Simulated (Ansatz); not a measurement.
**CH4BrFSn: up Jacob's ladder to CCSD(T)**

The task here is to estimate one member of a computed series from the others.

Method: functionals in def2-TZVPP, the program's frozen cores in correlated methods; program: Ansatz 0.2.0, Gaussian basis.

The runs, in order: LDA (SPW92), PBE-D4, revPBE-D4, BLYP-D4, r2SCAN-D4, B97M-V, PBE0-D4, B3LYP-D4, r2SCANh-D4, r2SCAN0-D4, HSE06-D4, BHLYP-D4, CAM-B3LYP-D4, LC-ωPBE, ωB97X-V, ωB97M-V, B2PLYP, PBE-QIDH; CCSD(T)/def2-SVP; CCSD(T)/def2-TZVPP; MP2/def2-QZVPP; extrapolation to the limit; RPA on PBE.

## Structure used throughout

An earlier PBE0-D4 in a triple-zeta def2 set relaxation fixed the geometry. Sn takes the def2 core potential; no spin-orbit term is included.

8 atoms, charge 0, spin multiplicity 1.

Atoms are counted from 1 here; the program's logs count them from 0.

Bond lengths: F1–C2 1.380 Å, C2–Sn3 2.165 Å, C2–H5 1.094 Å, C2–H6 1.092 Å, Sn3–Br4 2.485 Å, Sn3–H7 1.706 Å, Sn3–H8 1.701 Å. Angles: F1–C2–Sn3 110.1°, F1–C2–H5 108.7°, F1–C2–H6 108.9°, Sn3–C2–H5 110.3°, Sn3–C2–H6 109.4°, H5–C2–H6 109.3°, C2–Sn3–Br4 106.2°, C2–Sn3–H7 111.9°, C2–Sn3–H8 112.0°, Br4–Sn3–H7 106.1°, Br4–Sn3–H8 106.9°, H7–Sn3–H8 113.1°.

The first run:

in.yaml

```yaml
crystal:
  periodic: [false, false, false]
  atoms:
    - {symbol: F, position_ang: [-1.524020, 1.390487, 0.080664]}
    - {symbol: C, position_ang: [-0.197288, 1.141251, -0.206655]}
    - {symbol: Sn, position_ang: [0.317177, -0.887155, 0.349702]}
    - {symbol: Br, position_ang: [-0.287387, -2.314644, -1.592916]}
    - {symbol: H, position_ang: [0.421312, 1.854561, 0.345231]}
    - {symbol: H, position_ang: [-0.035509, 1.275722, -1.278591]}
    - {symbol: H, position_ang: [1.997192, -1.079309, 0.574420]}
    - {symbol: H, position_ang: [-0.599276, -1.438014, 1.672345]}
basis:
  gaussian: {orbitals: def2-TZVPP}
hamiltonian: {xc: lda}
output: {orbitals: {seedname: orbitals}}
```

Among the steps run: LDA; PBE-D4 (GGA); revPBE-D4 (GGA); BLYP-D4 (GGA); r2SCAN-D4 (meta-GGA); B97M-V (meta-GGA); PBE0-D4 (hybrid); B3LYP-D4 (hybrid); r2SCANh-D4 (hybrid); r2SCAN0-D4 (hybrid); HSE06-D4 (hybrid); BHLYP-D4 (hybrid); CAM-B3LYP-D4 (range-separated); LC-ωPBE (range-separated); ωB97X-V (range-separated); ωB97M-V (range-separated); B2PLYP (double hybrid); PBE-QIDH (double hybrid).

One of the session's tables, all rows but one given; the rest of the session is left out.

It belongs to the step «Orbital energies across the functionals». 

```
  functional  HOMO (eV)  gap (eV)
 LDA (SPW92)      -6.85      4.78
      PBE-D4      -6.71      4.92
   revPBE-D4      -6.65      4.97
     BLYP-D4          ?         ?
   r2SCAN-D4      -7.02      5.50
      B97M-V      -7.12      5.61
     PBE0-D4      -7.99      7.03
    B3LYP-D4      -7.75      6.52
  r2SCANh-D4      -7.48      6.27
  r2SCAN0-D4      -8.19      7.40
    HSE06-D4      -7.59      6.27
    BHLYP-D4      -9.13      9.00
CAM-B3LYP-D4      -9.30      9.26
     LC-ωPBE     -10.64     11.76
     ωB97X-V     -10.30     11.29
     ωB97M-V     -10.16     10.91
```

**Question.** Estimate the row for BLYP-D4.

Worked estimate for «HOMO (eV)». Against the share of exact exchange, B3LYP-D4 (0.2, -7.75), BHLYP-D4 (0.5, -9.13) give a slope of -4.60 per unit share; at 0 the line stands at -6.83.

The run gave: HOMO (eV): -6.57; gap (eV): 4.83. In «HOMO (eV)» the line misses by -0.26.
